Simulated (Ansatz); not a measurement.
# CH₇NSi₂: one species, many methods

The task here is to estimate one member of a computed series from the others.

Computed with Ansatz 0.2.0, Gaussian basis. Level: functionals in def2-TZVPP, the program's frozen cores in correlated methods.

Levels to be run: LDA (SPW92), PBE-D4, revPBE-D4, BLYP-D4, r2SCAN-D4, B97M-V, PBE0-D4, B3LYP-D4, r2SCANh-D4, r2SCAN0-D4, HSE06-D4, BHLYP-D4, CAM-B3LYP-D4, LC-ωPBE, ωB97X-V, ωB97M-V, B2PLYP, PBE-QIDH; CCSD(T)/def2-SVP; CCSD(T)/def2-TZVPP; MP2/def2-QZVPP; extrapolation to the limit; RPA on PBE.

## The relaxed structure

An earlier PBE0-D4 in a triple-zeta def2 set relaxation fixed the geometry.

SMILES `CN1[SiH2][SiH2]1`, 11 atoms, charge 0, spin multiplicity 1.

Atoms are counted from 1 here; the program's logs count them from 0.

Bond lengths: C1–N2 1.441 Å, C1–H5 1.094 Å, C1–H6 1.094 Å, C1–H7 1.096 Å, N2–Si3 1.730 Å, N2–Si4 1.730 Å, Si3–Si4 2.227 Å, Si3–H8 1.489 Å, Si3–H9 1.490 Å, Si4–H10 1.489 Å, Si4–H11 1.490 Å. Angles: N2–C1–H5 110.9°, N2–C1–H6 110.9°, N2–C1–H7 111.8°, H5–C1–H6 107.6°, H5–C1–H7 107.8°, H6–C1–H7 107.8°, C1–N2–Si3 139.9°, C1–N2–Si4 139.9°, Si3–N2–Si4 80.1°, N2–Si3–Si4 49.9°, N2–Si3–H8 116.8°, N2–Si3–H9 117.5°, Si4–Si3–H8 125.1°, Si4–Si3–H9 124.4°, H8–Si3–H9 108.8°, N2–Si4–Si3 49.9°, N2–Si4–H10 116.8°, N2–Si4–H11 117.5° and more.

As a file:

```
C    -0.61962    1.42190   -0.33703
N    -0.07626    0.12217   -0.03534
Si    0.18891   -0.91867    1.32079
Si    0.73883   -1.18635   -0.82017
H    -1.00185    1.45597   -1.36116
H    -1.44983    1.66218    0.33322
H     0.13274    2.21219   -0.23432
H    -1.02016   -1.49384    1.97256
H     1.12722   -0.44755    2.37762
H    -0.04724   -1.96746   -1.81487
H     2.09266   -0.91764   -1.38071
```

The first run:

File in.yaml:

```yaml
crystal:
  periodic: [false, false, false]
  atoms:
    - {symbol: C, position_ang: [-0.619621, 1.421902, -0.337025]}
    - {symbol: N, position_ang: [-0.076265, 0.122166, -0.035342]}
    - {symbol: Si, position_ang: [0.188907, -0.918671, 1.320792]}
    - {symbol: Si, position_ang: [0.738828, -1.186349, -0.820167]}
    - {symbol: H, position_ang: [-1.001845, 1.455972, -1.361161]}
    - {symbol: H, position_ang: [-1.449834, 1.662178, 0.333220]}
    - {symbol: H, position_ang: [0.132740, 2.212192, -0.234316]}
    - {symbol: H, position_ang: [-1.020159, -1.493836, 1.972559]}
    - {symbol: H, position_ang: [1.127225, -0.447554, 2.377622]}
    - {symbol: H, position_ang: [-0.047238, -1.967462, -1.814869]}
    - {symbol: H, position_ang: [2.092663, -0.917639, -1.380711]}
basis:
  gaussian: {orbitals: def2-TZVPP}
hamiltonian: {xc: lda}
output: {orbitals: {seedname: orbitals}}
```

Command:

```bash
> ansatz run in.yaml --threads 2 --pin off --events-out ev --progress --plain --max-ram 4352MiB
```

Among the steps run: LDA; PBE-D4 (GGA); revPBE-D4 (GGA); BLYP-D4 (GGA); r2SCAN-D4 (meta-GGA); B97M-V (meta-GGA); PBE0-D4 (hybrid); B3LYP-D4 (hybrid); r2SCANh-D4 (hybrid); r2SCAN0-D4 (hybrid); HSE06-D4 (hybrid); BHLYP-D4 (hybrid); CAM-B3LYP-D4 (range-separated); LC-ωPBE (range-separated); ωB97X-V (range-separated); ωB97M-V (range-separated); B2PLYP (double hybrid); PBE-QIDH (double hybrid).

One of the session's tables, all rows but one given; the rest of the session is left out.

It belongs to the step «Frontier levels by functional». 

```
  functional  HOMO (eV)  gap (eV)
 LDA (SPW92)      -5.84      4.32
      PBE-D4      -5.77      4.45
   revPBE-D4      -5.73      4.50
     BLYP-D4      -5.62      4.44
   r2SCAN-D4      -6.01      4.98
      B97M-V      -6.16      4.93
     PBE0-D4      -7.01      6.52
    B3LYP-D4      -6.78      6.09
  r2SCANh-D4      -6.48      5.73
  r2SCAN0-D4      -7.18      6.86
    HSE06-D4          ?         ?
    BHLYP-D4      -8.04      8.44
CAM-B3LYP-D4      -8.32      8.82
     LC-ωPBE      -9.65     11.26
     ωB97X-V      -9.33     10.84
     ωB97M-V      -9.14     10.34
```

**Question.** Estimate the row for HSE06-D4.

The run gave: HOMO (eV): -6.61; gap (eV): 5.75. In the column «HOMO (eV)» it lies between B3LYP-D4 (-6.78) and r2SCANh-D4 (-6.48).
